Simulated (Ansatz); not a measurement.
# C₂H₃Cl₃Si: how energies converge with the basis set

Aim: see how fast density functionals converge with the basis set for C₂H₃Cl₃Si.

Method: one geometry, several basis sets; program: Ansatz 0.2.0, Gaussian basis.

Plan: PBE0-D4/def2-SVP; ωB97M-V/def2-SVP; PBE0-D4/def2-QZVPP; ωB97M-V/def2-QZVPP; the functionals' def2-TZVPP values are taken from earlier runs.

## 1. Structure used throughout

The geometry comes from an earlier relaxation with PBE0-D4 in a triple-zeta def2 set; it is a stationary point, not always the lowest conformer.

9 atoms, charge 0, spin multiplicity 1.

Atoms are counted from 1 here; the program's logs count them from 0.

Bond lengths: C1–C2 1.329 Å, C1–H7 1.086 Å, C1–H8 1.085 Å, C2–Si3 1.836 Å, C2–H9 1.088 Å, Si3–Cl4 2.036 Å, Si3–Cl5 2.037 Å, Si3–Cl6 2.037 Å. Angles: C2–C1–H7 121.6°, C2–C1–H8 121.8°, H7–C1–H8 116.5°, C1–C2–Si3 123.8°, C1–C2–H9 119.4°, Si3–C2–H9 116.7°, C2–Si3–Cl4 110.9°, C2–Si3–Cl5 110.3°, C2–Si3–Cl6 110.3°, Cl4–Si3–Cl5 108.8°, Cl4–Si3–Cl6 108.8°, Cl5–Si3–Cl6 107.7°.

## 2. PBE0-D4 in def2-SVP

in.yaml reads:

```yaml
crystal:
  periodic: [false, false, false]
  atoms:
    - {symbol: C, position_ang: [-0.472610, -0.383942, 1.480974]}
    - {symbol: C, position_ang: [0.370425, 0.212241, 0.644617]}
    - {symbol: Si, position_ang: [0.200871, 0.167144, -1.183365]}
    - {symbol: Cl, position_ang: [-1.437071, -0.908973, -1.735762]}
    - {symbol: Cl, position_ang: [1.853143, -0.675510, -2.026103]}
    - {symbol: Cl, position_ang: [0.023644, 2.056734, -1.923844]}
    - {symbol: H, position_ang: [-0.337853, -0.334022, 2.557140]}
    - {symbol: H, position_ang: [-1.330523, -0.945376, 1.125182]}
    - {symbol: H, position_ang: [1.218474, 0.765406, 1.043964]}
basis:
  gaussian: {orbitals: def2-SVP}
hamiltonian: {xc: pbe0, dispersion: d4}
output: {orbitals: {seedname: orbitals}}
```

On the command line:

```
$ ansatz run in.yaml --threads 4 --pin off --events-out ev --progress --plain --max-ram 10444MiB
```

The runs that follow: ωB97M-V in def2-SVP; PBE0-D4 in def2-QZVPP; ωB97M-V in def2-QZVPP.

Before running them: what should the planned runs give, taken together? Wanted: PBE0-D4: double and triple zeta above quadruple; ωB97M-V: double and triple zeta above quadruple.

As calculated:

| quantity | value |
| --- | --- |
| PBE0-D4: double and triple zeta above quadruple | 19.67, 1.48 eV |
| ωB97M-V: double and triple zeta above quadruple | 19.54, 1.40 eV |

What this shows: For PBE0-D4 the step from double to triple zeta gains 18.19 eV and the next only 1.48 eV. Total energies overstate the basis error of differences, where much of it tends to cancel.
